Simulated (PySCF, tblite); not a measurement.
# C₄H₆BrGeN: geometry, infrared bands and NMR shifts

What infrared bands and NMR shifts should C₄H₆BrGeN (`N#[C][GeH2][C@@H]1C[C@H]1Br`) show?

Programs: tblite 0.8.0 and PySCF 2.14.0, with density-fitted response routines of our own. Each step states its level of theory. These are calculated values for one molecule in the gas phase, unless marked as measured. Atoms count from 0, in the outputs and in this text.

## (1) The starting structure

13 atoms, charge 0, multiplicity 1; geometry from: force field or distance geometry start.

Bonds of the start (Å): N0–C1 1.16, C1–Ge2 1.90, Ge2–C3 1.93, C3–C4 1.48, C4–C5 1.49, C5–Br6 1.92, C5–C3 1.52, Ge2–H7 1.54, Ge2–H8 1.57, C3–H9 1.12, C4–H10 1.11, C4–H11 1.12, C5–H12 1.11.

## (2) Optimising the geometry with GFN2-xTB

Job settings and geometry (Å):

```
{"job": {"kind": "relax", "xc": "GFN2-xTB", "basis": "xTB"}, "charge": 0, "multiplicity": 1}
N      2.001200     2.244400    -1.345100
C      1.821300     1.224400    -0.831600
Ge     1.546100    -0.447800     0.025700
C     -0.342100    -0.766200     0.265000
C     -1.408900    -0.283900    -0.632400
C     -1.096200     0.512900     0.590700
Br    -2.135200     0.325500     2.190300
H      2.248000    -1.557900    -0.777600
H      2.158600    -0.334000     1.464900
H     -0.606900    -1.687500     0.849500
H     -1.218400     0.123600    -1.642600
H     -2.375100    -0.834800    -0.547700
H     -0.596900     1.481800     0.373100
```

The run is started by

```bash
> OMP_NUM_THREADS=1 python probes_run.py task.json out
```

One launch serves the whole session: the jobs run in the order shown.

Output:

```text
step      E/eV     max force
  0    -556.49035    1.851
  1    -556.54393    4.673
  2    -556.63256    1.666
  3    -556.68445    0.790
  4    -556.71050    0.420
  5    -556.74394    0.604
  6    -556.75637    0.353
  7    -556.77037    0.298
  8    -556.77972    0.344
  9    -556.79051    0.364
 10    -556.79686    0.193
 11    -556.80066    0.146
 12    -556.80360    0.162
 13    -556.80716    0.227
 14    -556.81166    0.237
 15    -556.81572    0.157
 16    -556.81826    0.143
 17    -556.82044    0.147
 18    -556.82344    0.216
 19    -556.82697    0.202
 20    -556.83058    0.163
 21    -556.83413    0.194
 22    -556.83808    0.197
 23    -556.84301    0.251
 24    -556.84803    0.202
 25    -556.85110    0.145
 26    -556.85278    0.087
 27    -556.85376    0.089
 28    -556.85449    0.080
 29    -556.85526    0.088
 30    -556.85608    0.098
 31    -556.85696    0.083
 32    -556.85774    0.073
 33    -556.85819    0.037
 34    -556.85843    0.035
 35    -556.85861    0.047
 36    -556.85880    0.056
 37    -556.85895    0.040
 38    -556.85902    0.019
 39    -556.85906    0.018
 40    -556.85910    0.018
 41    -556.85915    0.028
 42    -556.85922    0.029
 43    -556.85928    0.021
 44    -556.85932    0.017
 45    -556.85936    0.018
 46    -556.85939    0.025
 47    -556.85943    0.024
 48    -556.85946    0.016
 49    -556.85948    0.009
```

It took 0.57 s on 1 thread of Arm Neoverse N1, shared host; peak memory 0.18 GiB.

The steps of the relaxation: (not every step is listed)

```
step  energy from step 0 (eV)  largest force (eV/Å)
   0                   0.0000                1.8506
   1                  -0.0536                4.6725
   2                  -0.1422                1.6661
   3                  -0.1941                0.7895
   4                  -0.2201                0.4200
   5                  -0.2536                0.6045
   6                  -0.2660                0.3531
   7                  -0.2800                0.2981
   8                  -0.2894                0.3437
  11                  -0.3103                0.1461
  14                  -0.3213                0.2366
  17                  -0.3301                0.1468
  20                  -0.3402                0.1630
  23                  -0.3527                0.2511
  26                  -0.3624                0.0874
  29                  -0.3649                0.0876
  32                  -0.3674                0.0735
  35                  -0.3683                0.0473
  38                  -0.3687                0.0191
  41                  -0.3688                0.0280
  44                  -0.3690                0.0173
  45                  -0.3690                0.0181
  46                  -0.3690                0.0245
  47                  -0.3691                0.0237
  48                  -0.3691                0.0163
  49                  -0.3691                0.0091
```

Close pairs (by a distance rule), those that changed most:

```
  bond  before (Å)  after (Å)  change (Å)
Ge2–H8       1.568      1.499      -0.070
Ge2–H7       1.540      1.499      -0.041
 C3–H9       1.123      1.084      -0.038
C4–H11       1.115      1.081      -0.035
 C3–C4       1.475      1.507      +0.031
Ge2–C3       1.930      1.960      +0.030
C5–H12       1.111      1.082      -0.030
 C3–C5       1.520      1.496      -0.024
```

The end geometry stands in the next job.

## (3) Vibrational analysis with GFN2-xTB

Job settings and geometry (Å):

```
{"job": {"kind": "ir", "xc": "GFN2-xTB", "basis": "xTB"}, "charge": 0, "multiplicity": 1}
N      1.892996     2.171386    -1.423594
C      1.800463     1.168285    -0.879873
Ge     1.598960    -0.501647     0.034805
C     -0.313064    -0.713735     0.408797
C     -1.338451    -0.267901    -0.600931
C     -1.157765     0.494536     0.663008
Br    -2.526730     0.399264     2.019433
H      2.126102    -1.556338    -0.890762
H      2.443213    -0.418755     1.270247
H     -0.572730    -1.597717     0.980711
H     -1.003904     0.203375    -1.516658
H     -2.231849    -0.864463    -0.717308
H     -0.721631     1.484197     0.634399
```

Output:

```text
mode    cm-1     km/mol
  1      22.7      3.58
  2      64.5      5.62
  3      99.0      3.07
  4     194.7      2.24
  5     206.9      3.53
  6     248.3      8.37
  7     309.3      5.70
  8     340.4      7.43
  9     444.1     48.65
 10     476.0     17.29
 11     561.4     42.09
 12     583.9      7.52
 13     625.0      2.35
 14     671.7    271.06
 15     805.6    199.55
 16     878.9      6.78
 17     951.7      5.72
 18     955.2     10.75
 19     990.8     13.49
 20    1071.0      4.57
 21    1072.9      1.51
 22    1085.6      7.62
 23    1201.1     25.69
 24    1216.5     24.55
 25    1333.9     23.03
 26    1449.3     14.99
 27    1991.5    215.74
 28    2046.5    391.54
 29    2338.3     27.95
 30    3020.0     13.15
 31    3040.1      6.53
 32    3052.6      9.48
 33    3088.8     14.83
```

Wall time 0.73 s (1 thread of Arm Neoverse N1, shared host); peak memory 0.18 GiB.

The strongest bands and the atoms that carry them (share of the mass-weighted mode):

```
cm⁻¹  km/mol                      atoms
 444    48.6  H8 30 %, H7 30 %, C1 11 %
 561    42.1           C5 44 %, C3 16 %
 672   271.1           H7 45 %, H8 38 %
 806   199.6           H8 49 %, H7 49 %
1201    25.7          H9 39 %, H12 37 %
1992   215.7           H7 52 %, H8 47 %
2046   391.5           H8 51 %, H7 47 %
2338    27.9           C1 57 %, N0 43 %
```

## (4) NMR shieldings: PBE0/pcSseg-1

Same as in step 3 but for these lines:

```diff
@@ -1,2 +1,2 @@
-{"job": {"kind": "ir", "xc": "GFN2-xTB", "basis": "xTB"}, "charge": 0, "multiplicity": 1}
+{"job": {"kind": "nmr", "xc": "PBE0", "basis": "pcSseg-1"}, "charge": 0, "multiplicity": 1}
 N      1.892996     2.171386    -1.423594
```

With the program's defaults for keys left out, this is: GIAO PBE0/pcSseg-1 NMR shielding, non-relativistic, gas phase.

Output:

```text
coarse grid: 55424 points
cycle   1  E = -4860.4716368788  dE = -9.729e-01  |g| = 1.161e+00  |ddm| = 3.585e+00
cycle   2  E = -4860.3325473597  dE =  1.391e-01  |g| = 1.263e+00  |ddm| = 1.175e+00
cycle   3  E = -4860.5081311642  dE = -1.756e-01  |g| = 5.310e-01  |ddm| = 9.485e-01
cycle   4  E = -4860.5646933405  dE = -5.656e-02  |g| = 1.413e-01  |ddm| = 3.224e-01
cycle   5  E = -4860.5678457124  dE = -3.152e-03  |g| = 1.987e-02  |ddm| = 8.596e-02
cycle   6  E = -4860.5679033872  dE = -5.767e-05  |g| = 6.268e-03  |ddm| = 1.942e-02
cycle   7  E = -4860.5679122656  dE = -8.878e-06  |g| = 2.238e-03  |ddm| = 7.518e-03
final grid: 114168 points
cycle   8  E = -4860.5678208410  dE =  1.367e-06  |g| = 3.219e-03  |ddm| = 4.773e-03
cycle   9  E = -4860.5678169375  dE =  3.903e-06  |g| = 5.107e-03  |ddm| = 7.282e-03
cycle  10  E = -4860.5678231850  dE = -6.247e-06  |g| = 6.182e-04  |ddm| = 4.496e-03
cycle  11  E = -4860.5678232602  dE = -7.515e-08  |g| = 1.063e-04  |ddm| = 3.760e-04
cycle  12  E = -4860.5678232625  dE = -2.380e-09  |g| = 1.496e-05  |ddm| = 7.658e-05
cycle  13  E = -4860.5678232626  dE = -2.910e-11  |g| = 2.660e-06  |ddm| = 1.482e-05
converged SCF energy = -4860.5678232626

GIAO shielding tensors (ppm)
atom      isotropic    diamagn.    paramagn.     s11        s22        s33       span
  0 N      -99.951     337.356    -437.307   -309.612   -302.226    311.986    621.597
  1 C       66.957     263.735    -196.778    -46.698    -43.348    290.917    337.615
  2 Ge    1511.453    2753.076   -1241.623   1441.813   1467.406   1625.139    183.326
  3 C      177.483     252.974     -75.491    138.045    176.598    217.805     79.760
  4 C      171.444     250.939     -79.495    135.773    169.002    209.556     73.783
  5 C      152.674     247.704     -95.030    110.532    134.352    213.137    102.605
  6 Br    2146.620    3121.158    -974.537   1553.800   1847.831   3038.229   1484.429
  7 H       27.268      27.123       0.146     20.534     21.619     39.652     19.118
  8 H       27.118      27.051       0.067     20.600     21.731     39.023     18.423
  9 H       31.143      31.153      -0.010     23.169     30.039     40.221     17.052
 10 H       30.451      31.703      -1.253     23.740     28.253     39.360     15.620
 11 H       30.440      30.526      -0.086     24.047     28.211     39.061     15.014
 12 H       28.628      30.786      -2.158     19.287     28.610     37.986     18.699
```

Wall time 76 s (1 thread of Arm Neoverse N1, shared host); peak memory 0.84 GiB.

The references, computed at this level on geometries of the same kind, shield at (ppm): 1H TMS 31.72, 13C TMS 186.9, 15N NH3 267.7, 73Ge GeMe4 1331, 79Br HBr 2622. Their shielding less the atom's gives the shift. The references are single molecules in the gas phase, so shifts against H2O, NH3, PH3, H3PO4 or CFCl3 are not on the usual liquid scales and can be off by tens of ppm.

```
atoms                                                 environment  σ (ppm)  δ (ppm)
   C1                                              nitrile carbon     67.0    120.0
   C5                three-membered-ring carbon bearing a halogen    152.7     34.3
   C4                                  three-membered-ring carbon    171.4     15.5
   C3                                  three-membered-ring carbon    177.5      9.4
   H8                       hydrogen on a germanium bonded to 2 C    27.12     4.60
   H7                       hydrogen on a germanium bonded to 2 C    27.27     4.45
  H12  hydrogen on a three-membered-ring carbon bearing a halogen    28.63     3.09
  H11                    hydrogen on a three-membered-ring carbon    30.44     1.28
  H10                    hydrogen on a three-membered-ring carbon    30.45     1.27
   H9                    hydrogen on a three-membered-ring carbon    31.14     0.57
   N0                                            nitrile nitrogen   -100.0    367.7
  Ge2                                germanium bonded to 2 C, 2 H     1511     -180
  Br6                                         bromine bonded to C     2147      475
```

Charges from the same density, by scheme (e):

```
atoms  Mulliken    IAO  Hirshfeld  ESP fit
   N0     -0.23  -0.20      -0.20    -0.38
   C1     -0.19  -0.14      -0.03     0.18
  Ge2      0.61   0.66       0.40     0.33
   C3     -0.48  -0.38      -0.12    -0.24
   C4     -0.10  -0.28      -0.09    -0.25
   C5     -0.20  -0.17      -0.03    -0.32
  Br6     -0.10  -0.04      -0.04    -0.05
```

Mayer bond orders: N0–C1 2.95, C1–Ge2 0.77, Ge2–C3 0.88, C3–C4 0.92, C4–C5 0.92, C5–Br6 1.02, C5–C3 0.87.

Ring of atoms C3, C4, C5: NICS(0) -43.3, NICS(1) -8.4, NICS(1)zz -22.4 ppm (means of both faces; NICS(1) differs between them: -9.6 and -7.3).

The two faces differ (NICS(1)zz -25.6 and -19.2 ppm).

In rings of three or four atoms NICS is ruled by the nearby σ bonds, so it says little on aromaticity.

Orbitals, density, ELF and potential are computed afterwards from the orbital file.

Frontier orbitals at PBE0/pcSseg-1, with the share of their density that lies nearest to each atom:

```
orbital  energy (eV)                                  lies on
   HOMO        -7.82  Br6 68 %; C5 9 %; C3, C4 about 7 % each
   LUMO        -0.51                Br6 33 %; C5 20 %; H7 7 %
```

ELF in a plane through or near 5 of the atoms.

Ten even steps from ' ' (0.00) to '@' (0.99):
```
                                                        
                                                        
          ..==**++==..                                  
        ..++%%@@%%##==..                                
        --##@@@@@@%%**--                                
        --##%%::::****--                                
        ::==####%%%%##==      ..::::..      ..          
        ::==####::::**++      --++++==..  ::----..      
        ..==**++::::##++      --**##**--..==****==..    
          ..==##%%%%**--::::::++====++----**####++--    
            ..--::..--..++##**####==--::==##%%##++::    
            ..::..**++++==%%--..++::    ==####**==..    
            ..--::::++::==##**%%@@**    ::++**==..      
            ..--==--::::--==**@@@@@@::    ----..        
              ..::::::..    --@@@@@@--                  
                              **%%**                    
                                                        
                                                        
                                                        
                                                        
```
The map spans 11.0 Å across and 9.4 Å up, centred on the molecule. Atoms in the plane (x, y in Å): N0 (-2.4, 2.1), C1 (-2.1, 1.0), Ge2 (-1.5, -0.8), C3 (0.5, -0.7), H9 (1.0, -1.7).

On the surface of density 0.002 e/bohr³ the electrostatic potential runs, from the 1st to the 99th percentile, from -1.55 V near N0 to 1.64 V near H7.

## (5) Results

| quantity | value |
| --- | --- |
| strongest single infrared mode (GFN2-xTB) | 2046 cm⁻¹, 392 km/mol |
| zero-point energy (GFN2-xTB) | 52.1 kcal/mol |
| 13C shifts against TMS (PBE0/pcSseg-1) | 120.0, 34.3, 15.5, 9.4 ppm |
| 1H shifts against TMS (PBE0/pcSseg-1) | 4.60, 4.45, 3.09, 1.28, 1.27, 0.57 ppm |
| 15N shifts against NH3 (PBE0/pcSseg-1) | 367.7 ppm |
| 73Ge shifts against GeMe4 (PBE0/pcSseg-1) | -180 ppm |
| 79Br shifts against HBr (PBE0/pcSseg-1) | 475 ppm |
| surface potential, 1st and 99th percentile | -1.55 V and 1.64 V |

Relaxing lowered the energy by 0.369 eV in 49 steps; the close pair that moved most is Ge2–H8, from 1.568 to 1.499 Å. No mode is imaginary among the 33: a minimum at this level. The strongest single mode, at 2046 cm⁻¹, moves mainly H8 and H7. Unscaled tight-binding wavenumbers are off by several per cent, some by more. Its intensities can rank the bands wrongly. C5 stands next to heavy halogen, whose spin-orbit shielding this run leaves out, so the computed shift lies too far downfield, most of all for carbon beside Br or I. The most deshielded carbon is C1 (nitrile carbon), at 120.0 ppm: typical of a nitrile. At PBE0/pcSseg-1: The largest span, 1484 ppm, is at Br6, where the paramagnetic term is -975 ppm. By nearest atom (PBE0/pcSseg-1), the HOMO sits on Br6 68 %; C5 9 % and the LUMO on Br6 33 %; C5 20 %. Spin-orbit coupling is left out, which matters for shieldings and couplings at and beside the heavy atoms.
